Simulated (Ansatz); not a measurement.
# Na3SmP2: the cost of one run

Program: Ansatz 0.2.0. Level of theory: DFT PBE, scalar-relativistic, plane waves, PAW; 4f electrons in the core of a trivalent norm-conserving potential. These are calculated values, not measurements.

**1. The starting structure**

Symmetry: P6/mmm, No. 191, hexagonal system. Conventional cell: a = 6.243 Å, b = 6.243 Å, c = 3.596 Å, α = 90.00°, β = 90.00°, γ = 120.00°. Na (site symmetry mmm) is surrounded by 4 P at 2.55 Å. Around Sm (site symmetry 6/mmm) lie 2 Sm at 3.60 Å and 12 Na at 3.60 Å and 6 P at 3.60 Å. P (site symmetry -6m2) has 6 Na at 2.55 Å and 3 Sm at 3.60 Å in its first shell of neighbours.

Structure file:

```cif
data_structure
_symmetry_space_group_name_H-M 'P 1'
_symmetry_Int_Tables_number 1
_cell_length_a 6.2434
_cell_length_b 6.2434
_cell_length_c 3.5961
_cell_angle_alpha 90.000
_cell_angle_beta 90.000
_cell_angle_gamma 120.000
_cell_volume 121.40
loop_
_atom_site_label
_atom_site_type_symbol
_atom_site_fract_x
_atom_site_fract_y
_atom_site_fract_z
_atom_site_occupancy
Na1 Na 0.50000 0.00000 0.50000 1
Na2 Na 0.50000 0.50000 0.50000 1
Na3 Na 0.00000 0.50000 0.50000 1
Sm1 Sm 0.00000 0.00000 0.00000 1
P1 P 0.33333 0.66667 0.00000 1
P2 P 0.66667 0.33333 0.00000 1
```

The cell is invented: species swapped into a database cell of GdB2Rh3 (P6/mmm, No. 191), with Sm on the Gd sites, P on the B sites and Na on the Rh sites. Lengths come from tabulated atomic sizes and are only a guess.

**2. The guess as it stands, on a coarse mesh**

File input.yaml:

```yaml
crystal:
  lattice:
    - [6.24342783, 0.0, 0.0]
    - [-3.12171391, 5.4069671, 0.0]
    - [0.0, 0.0, 3.59606654]
  atoms:
    - { symbol: Na, position: [0.5, 0.0, 0.5] }
    - { symbol: Na, position: [0.5, 0.5, 0.5] }
    - { symbol: Na, position: [0.0, 0.5, 0.5] }
    - { symbol: Sm, position: [0.0, 0.0, 0.0] }
    - { symbol: P, position: [0.33333333, 0.66666667, 0.0] }
    - { symbol: P, position: [0.66666667, 0.33333333, 0.0] }
basis:
  ecutwfc: 690
kpoints:
  mp_grid: { grid: [3, 3, 6] }
hamiltonian:
  xc: pbe
  pseudopotentials:
    kind: paw
    azcp: { Sm: "pseudopotentials/pbe/nc/lanthanide_3plus/Sm.nc.azcp" }
scf:
  occupations: { method: gaussian, width: 0.1 }
  lower_state_search: "off"
output:
  forces: true
  stress: true
  eigenvalues: true
```

The run is started by

```bash
> ansatz run input.yaml --threads 1 --pin off --max-ram 2560MiB --backend cpu --events-out ev --progress --plain --runs-dir out
```

What time and memory should one allow on 1 thread of Intel Xeon at 2.50GHz (Skylake/Cascade Lake), shared host?

About 12 s, with a peak of 0.45 GiB.
